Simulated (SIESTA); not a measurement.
# HfMo in SIESTA: the effect of functional

The system is HfMo.

```
Hf Mo
1.0
     1.67120   -2.47247    0.00000
     1.67120    2.47247    0.00000
     0.00000    0.00000    4.44701
Hf Mo
1 1
Cartesian
  0.0000 0.0000 0.0000
  1.6712 0.0000 2.2235
```

The cell comes from a database or a generator and needn't be the stable form of this composition.

Alike in all runs:

- Program: SIESTA 5.4.2
- Task: single point
- Potentials or basis: PseudoDojo 0.4 standard (PBE files)
- Basis: DZP (energy shift 0.003 Ry; two zetas on semicore shells)
- Grid cutoff: 800 Ry
- Energy shift: 0.003 Ry
- k mesh: 10 × 10 × 6
- Occupations: fermi-dirac, width 0.05 eV
- Spin: no spin polarisation

| functional | pressure (GPa) |
| --- | --- |
| vdW-DF | 5.8 |
| vdW-DF2 | 10.2 |
| optB88-vdW | 0.1 |
| vdW-DF-C09 | -4.6 |
| vdW-DF-cx | ? |
| VV10 | 3.5 |

Task: What does the run with functional vdW-DF-cx give?

Result: Pressure -3.9 GPa.

Caveats: short orbitals over semicore shells can move pressures by several GPa; the potentials were made for another functional, which shifts forces and pressure; the basis of atomic orbitals isn't converged, which shifts pressures, moduli and gaps; the non-local part is tabulated coarsely and may be off by about a percent (some runs).

Runs at the PBE level aren't shown here.
